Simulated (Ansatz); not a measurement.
# CH3BOS: one species, many methods

An exercise on one series of results from a longer session: the logs are not shown, and one member is left open.

Program: Ansatz 0.2.0, Gaussian basis. Level of theory: functionals in def2-TZVPP, the program's frozen cores in correlated methods. These are calculated values, not measurements.

Plan: LDA (SPW92), PBE-D4, revPBE-D4, BLYP-D4, r2SCAN-D4, B97M-V, PBE0-D4, B3LYP-D4, r2SCANh-D4, r2SCAN0-D4, HSE06-D4, BHLYP-D4, CAM-B3LYP-D4, LC-ωPBE, ωB97X-V, ωB97M-V, B2PLYP, PBE-QIDH; CCSD(T)/def2-SVP; CCSD(T)/def2-TZVPP; MP2/def2-QZVPP; extrapolation to the limit; RPA on PBE.

## Structure used throughout

All runs share one geometry, relaxed beforehand with PBE0-D4 in a triple-zeta def2 set.

SMILES `BSC=O`, 7 atoms, charge 0, spin multiplicity 1.

Atoms are counted from 1 here; the program's logs count them from 0.

Bond lengths: B1–S2 1.767 Å, B1–H5 1.189 Å, B1–H6 1.194 Å, S2–C3 1.805 Å, C3–O4 1.187 Å, C3–H7 1.106 Å. Angles: S2–B1–H5 117.6°, S2–B1–H6 119.6°, H5–B1–H6 122.8°, B1–S2–C3 100.5°, S2–C3–O4 123.0°, S2–C3–H7 112.2°, O4–C3–H7 124.8°.

The first run:

in.yaml

```yaml
crystal:
  periodic: [false, false, false]
  atoms:
    - {symbol: B, position_ang: [0.354122, -0.500087, -1.226592]}
    - {symbol: S, position_ang: [0.455911, -0.995806, 0.466036]}
    - {symbol: C, position_ang: [-0.313466, 0.423884, 1.271826]}
    - {symbol: O, position_ang: [-0.452409, 0.503597, 2.447576]}
    - {symbol: H, position_ang: [0.790714, -1.243938, -2.045443]}
    - {symbol: H, position_ang: [-0.141128, 0.550047, -1.504246]}
    - {symbol: H, position_ang: [-0.632445, 1.194402, 0.545143]}
basis:
  gaussian: {orbitals: def2-TZVPP}
hamiltonian: {xc: lda}
output: {orbitals: {seedname: orbitals}}
```

On the command line:

```
$ ansatz run in.yaml --threads 2 --pin off --events-out ev --progress --plain --max-ram 4352MiB
```

Steps of the session up to this table: LDA; PBE-D4 (GGA); revPBE-D4 (GGA); BLYP-D4 (GGA); r2SCAN-D4 (meta-GGA); B97M-V (meta-GGA); PBE0-D4 (hybrid); B3LYP-D4 (hybrid); r2SCANh-D4 (hybrid); r2SCAN0-D4 (hybrid); HSE06-D4 (hybrid); BHLYP-D4 (hybrid); CAM-B3LYP-D4 (range-separated); LC-ωPBE (range-separated); ωB97X-V (range-separated); ωB97M-V (range-separated); B2PLYP (double hybrid); PBE-QIDH (double hybrid).

One table of the session follows, with a row left open; its other results are not shown here.

It belongs to the step «Orbital energies across the functionals». 

| functional | HOMO (eV) | LUMO (eV) | gap (eV) |
| --- | --- | --- | --- |
| LDA (SPW92) | -6.90 | -3.35 | 3.55 |
| PBE-D4 | -6.74 | -3.07 | 3.67 |
| revPBE-D4 | -6.68 | -2.96 | 3.72 |
| BLYP-D4 | -6.63 | -2.89 | 3.74 |
| r2SCAN-D4 | -7.02 | -2.80 | 4.22 |
| B97M-V | -7.15 | -2.75 | 4.41 |
| PBE0-D4 | -8.18 | -2.06 | 6.12 |
| B3LYP-D4 | -7.95 | -2.26 | 5.69 |
| r2SCANh-D4 | -7.56 | -2.43 | 5.13 |
| r2SCAN0-D4 | -8.38 | -1.89 | 6.48 |
| HSE06-D4 | -7.78 | -2.44 | 5.34 |
| BHLYP-D4 | -9.54 | -0.94 | 8.60 |
| CAM-B3LYP-D4 | -9.55 | -0.91 | 8.64 |
| LC-ωPBE | ? | ? | ? |
| ωB97X-V | -10.51 | 0.18 | 10.70 |
| ωB97M-V | -10.42 | 0.01 | 10.43 |

Q: Estimate the row for LC-ωPBE from the others.

**Answer.** HOMO (eV): -10.82; LUMO (eV): 0.24; gap (eV): 11.06. In the column «HOMO (eV)» it is the lowest.
